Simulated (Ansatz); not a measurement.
# K2H3: the cost of one run

Method: DFT PBE, scalar-relativistic, plane waves, PAW, in Ansatz 0.2.0.

**1. The structure to begin with**

The structure is triclinic, space group P1 (No. 1). The conventional cell has a = 4.354 Å, b = 4.499 Å, c = 5.341 Å, α = 89.93°, β = 76.28°, γ = 83.55°. K (site symmetry 1) has 1 H at 2.03 Å as nearest neighbours. K (site symmetry 1) is surrounded by 1 H at 1.99 Å. Around H (site symmetry 1) lie 1 K at 2.03 Å. H (site symmetry 1) has 1 H at 1.84 Å and 1 K at 1.99 Å as nearest neighbours. H (site symmetry 1) is surrounded by 1 H at 1.84 Å.

Coordinates:

```
CELL_PARAMETERS angstrom
5.34141 0.00000 0.00000
1.03277 4.22980 0.00000
0.00545 0.51916 4.46898
ATOMIC_POSITIONS crystal
K 0.61265 0.03936 0.91546
K 0.20927 0.27907 0.31370
H 0.78216 0.93751 0.32982
H 0.48730 0.46424 0.45760
H 0.77189 0.50042 0.66659
```

**2. A loose first relaxation**

The input, input.yaml:

```yaml
crystal:
  lattice:
    - [5.3414117508, 0.0, 0.0]
    - [1.0327719012, 4.2298002386, 0.0]
    - [0.0054470537, 0.5191607371, 4.4689784819]
  atoms:
    - { symbol: K, position: [0.6126510807, 0.0393636351, 0.9154581525] }
    - { symbol: K, position: [0.2092747621, 0.2790712498, 0.3137011185] }
    - { symbol: H, position: [0.7821618981, 0.937510306, 0.3298246751] }
    - { symbol: H, position: [0.4872999464, 0.4642405011, 0.457603119] }
    - { symbol: H, position: [0.7718877561, 0.5004228457, 0.6665909237] }
basis:
  ecutwfc: 420
kpoints:
  mp_grid: { grid: [4, 4, 4] }
hamiltonian:
  xc: pbe
scf:
  occupations: { method: gaussian, width: 0.1 }
  lower_state_search: "off"
output:
  forces: true
  stress: true
  eigenvalues: true
relax:
  adjacent_minimum: "off"
  f_tol: 0.04
  max_steps: 70
  cell: { stress_tol: 0.4 }
```

Command:

```bash
ansatz run input.yaml --threads 1 --pin off --max-ram 2560MiB --backend cpu --events-out ev --progress --plain --runs-dir out
```

Q: Estimate wall time and peak memory on 1 thread of Intel Xeon at 2.60GHz (Ice Lake), shared host.

About 3.8 min, with a peak of 0.44 GiB.
